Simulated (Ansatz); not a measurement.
# AlFH₅NSi: a ladder of functionals and wavefunction methods

One table from this session's results is given with a row withheld; the runs are named, their logs left out.

Method: functionals in def2-TZVPP, the program's frozen cores in correlated methods; program: Ansatz 0.2.0, Gaussian basis.

Plan: LDA (SPW92), PBE-D4, revPBE-D4, BLYP-D4, r2SCAN-D4, B97M-V, PBE0-D4, B3LYP-D4, r2SCANh-D4, r2SCAN0-D4, HSE06-D4, BHLYP-D4, CAM-B3LYP-D4, LC-ωPBE, ωB97X-V, ωB97M-V, B2PLYP, PBE-QIDH; CCSD(T)/def2-SVP; CCSD(T)/def2-TZVPP; MP2/def2-QZVPP; extrapolation to the limit; RPA on PBE.

**The geometry**

An earlier PBE0-D4 in a triple-zeta def2 set relaxation fixed the geometry.

SMILES `[NH2][Al]([F])[SiH3]`, 9 atoms, charge 0, spin multiplicity 1.

Atoms are counted from 1 here; the program's logs count them from 0.

Bond lengths: N1–Al2 1.759 Å, N1–H5 1.007 Å, N1–H6 1.008 Å, Al2–F3 1.654 Å, Al2–Si4 2.437 Å, Si4–H7 1.490 Å, Si4–H8 1.489 Å, Si4–H9 1.490 Å. Angles: Al2–N1–H5 124.2°, Al2–N1–H6 125.3°, H5–N1–H6 110.5°, N1–Al2–F3 117.1°, N1–Al2–Si4 123.1°, F3–Al2–Si4 119.8°, Al2–Si4–H7 111.2°, Al2–Si4–H8 111.3°, Al2–Si4–H9 110.9°, H7–Si4–H8 107.7°, H7–Si4–H9 107.8°, H8–Si4–H9 107.8°.

Set-up of the first run:

in.yaml reads:

```yaml
crystal:
  periodic: [false, false, false]
  atoms:
    - {symbol: N, position_ang: [0.589960, 1.790618, -0.738026]}
    - {symbol: Al, position_ang: [0.766911, 0.059683, -0.479415]}
    - {symbol: F, position_ang: [2.095850, -0.668909, -1.141834]}
    - {symbol: Si, position_ang: [-0.838416, -1.266429, 0.786378]}
    - {symbol: H, position_ang: [-0.175441, 2.340580, -0.383379]}
    - {symbol: H, position_ang: [1.230416, 2.370888, -1.256094]}
    - {symbol: H, position_ang: [-1.457695, -2.319803, -0.065460]}
    - {symbol: H, position_ang: [-0.188258, -1.944302, 1.942318]}
    - {symbol: H, position_ang: [-1.934727, -0.408626, 1.318314]}
basis:
  gaussian: {orbitals: def2-TZVPP}
hamiltonian: {xc: lda}
output: {orbitals: {seedname: orbitals}}
```

On the command line:

```sh
ansatz run in.yaml --threads 2 --pin off --events-out ev --progress --plain --max-ram 4352MiB
```

Among the steps run: LDA; PBE-D4 (GGA); revPBE-D4 (GGA); BLYP-D4 (GGA); r2SCAN-D4 (meta-GGA); B97M-V (meta-GGA); PBE0-D4 (hybrid); B3LYP-D4 (hybrid); r2SCANh-D4 (hybrid); r2SCAN0-D4 (hybrid); HSE06-D4 (hybrid); BHLYP-D4 (hybrid); CAM-B3LYP-D4 (range-separated); LC-ωPBE (range-separated); ωB97X-V (range-separated); ωB97M-V (range-separated); B2PLYP (double hybrid); PBE-QIDH (double hybrid).

One table of the session follows, with a row left open; its other results are not shown here.

It belongs to the step «Orbital energies across the functionals». 

```
  functional  HOMO (eV)  gap (eV)
 LDA (SPW92)          ?         ?
      PBE-D4      -6.39      4.77
   revPBE-D4      -6.33      4.78
     BLYP-D4      -6.26      4.78
   r2SCAN-D4      -6.69      5.28
      B97M-V      -6.71      5.11
     PBE0-D4      -7.79      6.91
    B3LYP-D4      -7.54      6.49
  r2SCANh-D4      -7.21      6.07
  r2SCAN0-D4      -8.00      7.25
    HSE06-D4      -7.38      6.13
    BHLYP-D4      -9.09      9.03
CAM-B3LYP-D4      -9.24      9.37
     LC-ωPBE     -10.69     11.86
     ωB97X-V     -10.29     11.36
     ωB97M-V     -10.12     10.93
```

Estimate the missing values for LDA (SPW92).

As computed: HOMO (eV): -6.58; gap (eV): 4.78. In the column «HOMO (eV)» it lies between r2SCAN-D4 (-6.69) and PBE-D4 (-6.39).
